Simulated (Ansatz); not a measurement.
# CH4OTe: one structure at several levels

The task here is to estimate one member of a computed series from the others.

Computed with Ansatz 0.2.0, Gaussian basis. Level: single points in def2-TZVPP.

Cores are frozen in the correlated methods. Filled d shells of the heavier atoms are correlated. Core potentials replace the inner electrons past krypton, and spin-orbit coupling is left out.

## The system as given

7 atoms, charge 0, spin multiplicity 1.

Atoms are counted from 1 here; the program's logs count them from 0.

Bond lengths: C1–O2 1.374 Å, C1–H4 1.112 Å, C1–H5 1.111 Å, C1–H6 1.044 Å, O2–Te3 1.980 Å, Te3–H7 1.596 Å. Angles: O2–C1–H4 113.2°, O2–C1–H5 109.9°, O2–C1–H6 108.4°, H4–C1–H5 107.2°, H4–C1–H6 108.9°, H5–C1–H6 109.2°, C1–O2–Te3 120.9°, O2–Te3–H7 93.6°.

Coordinates:

| atom | x (Å) | y (Å) | z (Å) |
| --- | --- | --- | --- |
| C1 | -0.4836 | 0.7109 | -0.2484 |
| O2 | -0.5581 | -0.3875 | 0.5734 |
| Te3 | 0.5310 | -2.0016 | 0.2153 |
| H4 | -0.6901 | 0.4747 | -1.3156 |
| H5 | 0.5349 | 1.1514 | -0.1999 |
| H6 | -1.1788 | 1.4163 | 0.0819 |
| H7 | 1.8458 | -1.3822 | 0.8756 |

The first run:

Input file run/in.yaml:

```yaml
crystal:
  periodic: [false, false, false]
  atoms:
    - {symbol: C, position_ang: [-0.483600, 0.710900, -0.248400]}
    - {symbol: O, position_ang: [-0.558100, -0.387500, 0.573400]}
    - {symbol: Te, position_ang: [0.531000, -2.001600, 0.215300]}
    - {symbol: H, position_ang: [-0.690100, 0.474700, -1.315600]}
    - {symbol: H, position_ang: [0.534900, 1.151400, -0.199900]}
    - {symbol: H, position_ang: [-1.178800, 1.416300, 0.081900]}
    - {symbol: H, position_ang: [1.845800, -1.382200, 0.875600]}
basis:
  gaussian: {orbitals: def2-TZVPP}
correlation: {method: ccsd_t}
output: {forces: true}
```

No record of the launch command was kept for these runs.

Steps of the session up to this table: CCSD(T)/def2-TZVPP; PBE0-D4/def2-TZVPP; wB97M-V/def2-TZVPP; r2SCAN-D4/def2-TZVPP; PBE-D4/def2-TZVPP; HSE06-D4/def2-TZVPP; BHLYP-D4/def2-TZVPP.

One of the session's tables, all rows but one given; the rest of the session is left out.

| method | RMS force component (eV/Å) | angle to CCSD(T) forces (°) | dipole (D) |
| --- | --- | --- | --- |
| CCSD(T) | 0.973 | reference | 1.21 |
| PBE0-D4 | 0.934 | 9.6 | 1.19 |
| wB97M-V | ? | ? | ? |
| r2SCAN-D4 | 0.960 | 7.5 | 1.11 |
| PBE-D4 | 1.014 | 15.3 | 1.07 |
| HSE06-D4 | 0.934 | 9.6 | 1.18 |
| BHLYP-D4 | 0.888 | 13.0 | 1.32 |

**Question.** Estimate the row for wB97M-V.

As computed: RMS force component (eV/Å): 0.939; angle to CCSD(T) forces (°): 4.0; dipole (D): 1.26. In the column «RMS force component (eV/Å)» it lies between HSE06-D4 (0.934) and r2SCAN-D4 (0.960).
